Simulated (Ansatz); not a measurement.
# Ga4SbP3: the cost of one run

Program: Ansatz 0.2.0. PAW datasets, plane waves. The calculation is spin-unpolarised, and the structure need not be a phase that has been made.

## (1) The system as given

The cell was relaxed beforehand with r2SCAN.

It is tetragonal, P-4m2 (No. 115); a = 3.976 Å, c = 11.236 Å in the conventional setting, 22.20 Å³ an atom. Near P stand 4 Ga at 2.39 Å; near Ga stand 4 P at 2.39 Å; near Ga stand 2 P at 2.39 Å and 2 Sb at 2.58 Å; near Sb stand 4 Ga at 2.58 Å.

The structure in full:

Space group P-4m2 (No. 115). a = 3.976 Å, b = 3.976 Å, c = 11.236 Å, α = 90.00°, β = 90.00°, γ = 90.00°
```json
{"atom": "P", "site": "2e", "symmetry": "2mm.", "x": "0.0000", "y": "0.0000", "z": "0.2362"}
{"atom": "Ga", "site": "2g", "symmetry": "2mm.", "x": "0.0000", "y": "0.5000", "z": "0.1179"}
{"atom": "P", "site": "1b", "symmetry": "-4m2", "x": "0.5000", "y": "0.5000", "z": "0.0000"}
{"atom": "Ga", "site": "2g", "symmetry": "2mm.", "x": "0.0000", "y": "0.5000", "z": "0.6459"}
{"atom": "Sb", "site": "1c", "symmetry": "-4m2", "x": "0.5000", "y": "0.5000", "z": "0.5000"}
```

## (2) Band structure with PBE

Input file input.yaml:

```yaml
crystal:
  lattice:
    - [3.9757215614, 0.0, 0.0]
    - [0.0, 3.9757215614, 0.0]
    - [0.0, 0.0, 11.2361523714]
  atoms:
    - { symbol: P, position: [0.0, 0.0, 0.2362129916] }
    - { symbol: Ga, position: [0.0, 0.5, 0.1179434642] }
    - { symbol: P, position: [0.5, 0.5, 0.0] }
    - { symbol: Ga, position: [0.5, 0.0, 0.8820565358] }
    - { symbol: P, position: [0.0, 0.0, 0.7637870084] }
    - { symbol: Ga, position: [0.0, 0.5, 0.645934922] }
    - { symbol: Sb, position: [0.5, 0.5, 0.5] }
    - { symbol: Ga, position: [0.5, 0.0, 0.354065078] }
kpoints:
  mp_grid: { grid: [6, 6, 2] }
  band_path:
    path:
      - [[0.0, 0.0, 0.0], [0.0, 0.5, 0.0], [0.5, 0.5, -8.230812891919e-34], [0.0, 0.0, 0.0], [-6.220539069612e-51, 0.0, 0.5], [-6.220539069612e-51, 0.5, 0.5], [0.5, 0.5, 0.5], [-6.220539069612e-51, 0.0, 0.5]]
      - [[0.0, 0.5, 0.0], [-6.220539069612e-51, 0.5, 0.5]]
      - [[0.5, 0.5, -8.230812891919e-34], [0.5, 0.5, 0.5]]
    npoints: 10
hamiltonian:
  xc: pbe
scf:
  occupations: { method: fermi_dirac, width: 0.02 }
  n_extra_bands: 6
output:
  forces: true
  stress: true
  eigenvalues: true
  write_density: true
  write_potential: true
  elf: true
  volumetric_format: npy
```

On the command line:

```sh
$ ansatz run input.yaml --threads 4 --pin off --max-ram 6451MiB --backend cpu --events-out ev --progress --plain --runs-dir out
```

What time and memory should one allow on 4 threads of AMD EPYC 9R45 (Zen 5), shared host?

About 5 s, with a peak of 0.88 GiB.
